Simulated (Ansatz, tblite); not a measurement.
# SnMe2(pyrrolidide)2 (C₁₀H₂₂N₂Sn): rung by rung

One table from this session's results is given with a row withheld; the runs are named, their logs left out.

The runs use Ansatz 0.2.0, Gaussian basis; as each input shows.

The runs, in order: GFN1-xTB, GFN2-xTB, PBE-D4/def2-TZVP, r2SCAN-D4/def2-TZVP, B3LYP-D4/def2-TZVP, BLYP-D4/def2-TZVP, B97M-V/def2-TZVP, PBE-D4/def2-SVP, PBE0-D4/def2-SVP, CCSD(T)/def2-SVP, MP2/def2-TZVP, RPA/def2-TZVP.

2 further runs of the same task are left out: 2 set aside as unsound or not needed. Runs told in other sessions of the task aren't counted.

## The structure

The geometry is that of the singlet, from an earlier relaxation (r2SCAN-D4/def2-SVP).

35 atoms, charge 0, spin multiplicity 1.

Bond lengths: Sn1–C2 2.147 Å, Sn1–C6 2.159 Å, Sn1–N10 2.045 Å, Sn1–N23 2.063 Å, C2–H3 1.100 Å, C2–H4 1.100 Å, C2–H5 1.100 Å, C6–H7 1.100 Å, C6–H8 1.100 Å, C6–H9 1.100 Å, N10–C11 1.453 Å, N10–C14 1.452 Å, C11–C12 1.545 Å, C11–H15 1.104 Å, C11–H16 1.115 Å, C12–C13 1.550 Å, C12–H17 1.101 Å, C12–H18 1.101 Å and more. Angles: C2–Sn1–C6 116.5°, C2–Sn1–N10 108.1°, C2–Sn1–N23 105.5°, C6–Sn1–N10 105.8°, C6–Sn1–N23 113.4°, N10–Sn1–N23 107.2°, Sn1–C2–H3 111.0°, Sn1–C2–H4 109.1°, Sn1–C2–H5 109.6°, H3–C2–H4 109.0°, H3–C2–H5 108.9°, H4–C2–H5 109.2°, Sn1–C6–H7 109.5°, Sn1–C6–H8 110.1°, Sn1–C6–H9 110.3°, H7–C6–H8 109.1°, H7–C6–H9 109.0°, H8–C6–H9 108.9° and more.

Sn takes a core potential in the def2 sets. No spin-orbit coupling is included.

PBE0-D4/def2-TZVP was run before; its log isn't repeated, and its numbers join the tables.

Set-up of the first run:

Tight binding, by tblite at 300 K electronic temperature and without a spin-polarisation term:

```python
tblite.interface.Calculator('GFN1-xTB', numbers, positions, charge=0, uhf=0).singlepoint()
```

Tight binding, by tblite at 300 K electronic temperature and without a spin-polarisation term:

```python
tblite.interface.Calculator('GFN2-xTB', numbers, positions, charge=0, uhf=0).singlepoint()
```

start.molden holds the orbitals of an earlier run on this state, given as this run's starting guess.

in.yaml

```yaml
crystal:
  periodic: [false, false, false]
  atoms:
    - {symbol: Sn, position_ang: [1.025677, 0.027737, 0.770107]}
    - {symbol: C, position_ang: [0.901873, 0.017352, 2.913425]}
    - {symbol: H, position_ang: [1.651217, -0.660517, 3.347342]}
    - {symbol: H, position_ang: [-0.100919, -0.318396, 3.215127]}
    - {symbol: H, position_ang: [1.074294, 1.032842, 3.298382]}
    - {symbol: C, position_ang: [3.009327, 0.063540, -0.080858]}
    - {symbol: H, position_ang: [3.460116, 1.053891, 0.080995]}
    - {symbol: H, position_ang: [2.960071, -0.136770, -1.161093]}
    - {symbol: H, position_ang: [3.642080, -0.700396, 0.393922]}
    - {symbol: N, position_ang: [0.098045, 1.718582, 0.089355]}
    - {symbol: C, position_ang: [-1.266114, 2.046096, 0.467418]}
    - {symbol: C, position_ang: [-1.447612, 3.490454, -0.049551]}
    - {symbol: C, position_ang: [-0.407087, 3.622361, -1.191159]}
    - {symbol: C, position_ang: [0.256689, 2.231281, -1.259862]}
    - {symbol: H, position_ang: [-1.413916, 1.956191, 1.557695]}
    - {symbol: H, position_ang: [-2.016783, 1.379866, -0.019246]}
    - {symbol: H, position_ang: [-1.233859, 4.213490, 0.752657]}
    - {symbol: H, position_ang: [-2.478736, 3.673654, -0.390779]}
    - {symbol: H, position_ang: [-0.861544, 3.908104, -2.153051]}
    - {symbol: H, position_ang: [0.344684, 4.386760, -0.940769]}
    - {symbol: H, position_ang: [-0.272879, 1.612431, -2.023795]}
    - {symbol: H, position_ang: [1.318987, 2.273632, -1.555735]}
    - {symbol: N, position_ang: [-0.104193, -1.581982, 0.145513]}
    - {symbol: C, position_ang: [-0.433660, -1.753602, -1.259919]}
    - {symbol: C, position_ang: [-1.375794, -2.978787, -1.264888]}
    - {symbol: C, position_ang: [-1.016856, -3.742838, 0.034889]}
    - {symbol: C, position_ang: [0.139534, -2.924648, 0.644207]}
    - {symbol: H, position_ang: [0.459480, -1.977257, -1.893121]}
    - {symbol: H, position_ang: [-0.905677, -0.845103, -1.672147]}
    - {symbol: H, position_ang: [-1.238451, -3.592238, -2.169400]}
    - {symbol: H, position_ang: [-2.427047, -2.653215, -1.244828]}
    - {symbol: H, position_ang: [-1.874206, -3.751246, 0.725338]}
    - {symbol: H, position_ang: [-0.728579, -4.789841, -0.149585]}
    - {symbol: H, position_ang: [0.149777, -2.949891, 1.748058]}
    - {symbol: H, position_ang: [1.112053, -3.351506, 0.295327]}
basis:
  gaussian: {orbitals: def2-TZVP, fitting: {mean_field: def2-universal-jkfit}, initial_orbitals: start.molden}
hamiltonian: {xc: pbe, dispersion: d4}
scf: {omitted_lower_state_checks: [starts]}
output: {orbitals: {seedname: orbitals}}
```

Launch:

```
ansatz run in.yaml --threads 2 --pin off --events-out ev --progress --plain --max-ram 20480MiB --backend cuda --devices 0, --max-vram 18GiB
```

Among the steps run: PBE-D4/def2-TZVP; r2SCAN-D4/def2-TZVP; B3LYP-D4/def2-TZVP; BLYP-D4/def2-TZVP; B97M-V/def2-TZVP; PBE-D4/def2-SVP; PBE0-D4/def2-SVP; CCSD(T)/def2-SVP; MP2/def2-TZVP; RPA/def2-TZVP.

One of the session's tables, all rows but one given; the rest of the session is left out.

It belongs to the step «Binding energy». 

| method | binding an atom (eV) |
| --- | --- |
| HF/def2-SVP | 3.027 |
| HF/def2-TZVP | 2.975 |
| PBE-D4/def2-SVP | 4.207 |
| PBE-D4/def2-TZVP | 4.174 |
| BLYP-D4/def2-TZVP | 4.066 |
| r2SCAN-D4/def2-TZVP | 4.082 |
| B97M-V/def2-TZVP | 4.079 |
| B3LYP-D4/def2-TZVP | 4.081 |
| PBE0-D4/def2-SVP | 4.152 |
| PBE0-D4/def2-TZVP | 4.115 |
| MP2/def2-SVP | 3.940 |
| MP2/def2-TZVP | 3.990 |
| CCSD/def2-SVP | 3.865 |
| CCSD(T)/def2-SVP | ? |

Estimate the missing values for CCSD(T)/def2-SVP.

**Answer.** binding an atom (eV): 3.907. In the column «binding an atom (eV)» it lies between CCSD/def2-SVP (3.865) and MP2/def2-SVP (3.940).

Caveats from the session: Free atoms were run apart at each level; binding is atoms less cluster, divided by the number of atoms, without zero-point or spin-orbit terms.
